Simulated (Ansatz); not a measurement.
# Nb2FeTeO6: the cost of one run

Computed with Ansatz 0.2.0 (reference: DFT r2SCAN, plane waves, PAW, scalar-relativistic, no spin polarisation, unless a step's input says otherwise).

### Step 1. The starting structure

The structure is cubic, space group Fm-3m (No. 225). Conventional cell: a = 7.276 Å, b = 7.276 Å, c = 7.276 Å, α = 90.00°, β = 90.00°, γ = 90.00°. O (site symmetry 4mm) is surrounded by 1 Te at 1.74 Å and 1 Fe at 1.90 Å. Nb (site symmetry -43m) has 12 O at 2.57 Å as nearest neighbours. Te (site symmetry m-3m) is surrounded by 6 O at 1.74 Å. Fe (site symmetry m-3m) is surrounded by 6 O at 1.90 Å.

Coordinates:

```
CELL_PARAMETERS angstrom
0.00000 3.63777 3.63777
3.63777 0.00000 3.63777
3.63777 3.63777 0.00000
ATOMIC_POSITIONS crystal
O 0.73920 0.26080 0.26080
O 0.26080 0.73920 0.26080
O 0.26080 0.73920 0.73920
O 0.73920 0.26080 0.73920
O 0.26080 0.26080 0.73920
O 0.73920 0.73920 0.26080
Nb 0.25000 0.25000 0.25000
Nb 0.75000 0.75000 0.75000
Te 0.50000 0.50000 0.50000
Fe 0.00000 0.00000 0.00000
```

### Step 2. Reference

Input file input.yaml:

```yaml
crystal:
  lattice:
    - [0.0, 3.63776638, 3.63776638]
    - [3.63776638, 0.0, 3.63776638]
    - [3.63776638, 3.63776638, 0.0]
  atoms:
    - { symbol: O, position: [0.7392, 0.2608, 0.2608] }
    - { symbol: O, position: [0.2608, 0.7392, 0.2608] }
    - { symbol: O, position: [0.2608, 0.7392, 0.7392] }
    - { symbol: O, position: [0.7392, 0.2608, 0.7392] }
    - { symbol: O, position: [0.2608, 0.2608, 0.7392] }
    - { symbol: O, position: [0.7392, 0.7392, 0.2608] }
    - { symbol: Nb, position: [0.25, 0.25, 0.25] }
    - { symbol: Nb, position: [0.75, 0.75, 0.75] }
    - { symbol: Te, position: [0.5, 0.5, 0.5] }
    - { symbol: Fe, position: [0.0, 0.0, 0.0] }
  symmetry: { tolerance: 0.0003 }
kpoints:
  mp_grid: { grid: [4, 4, 4], shift: [0, 0, 0] }
magnetization:
  spin_polarized: false
scf:
  occupations: { method: gaussian, width: 0.0127 }
hamiltonian:
  pseudopotentials: { kind: paw }
  xc: r2scan
basis:
  ecutwfc: 500
output:
  forces: true
  stress: true
  eigenvalues: true
```

Command:

```
$ ansatz run input.yaml --threads 1 --pin off --max-ram 2560MiB --backend cpu --events-out ev --progress --plain --runs-dir out
```

Q: Estimate wall time and peak memory on 1 thread of Arm Neoverse V2, shared host.

About 9.6 s, with a peak of 0.68 GiB.
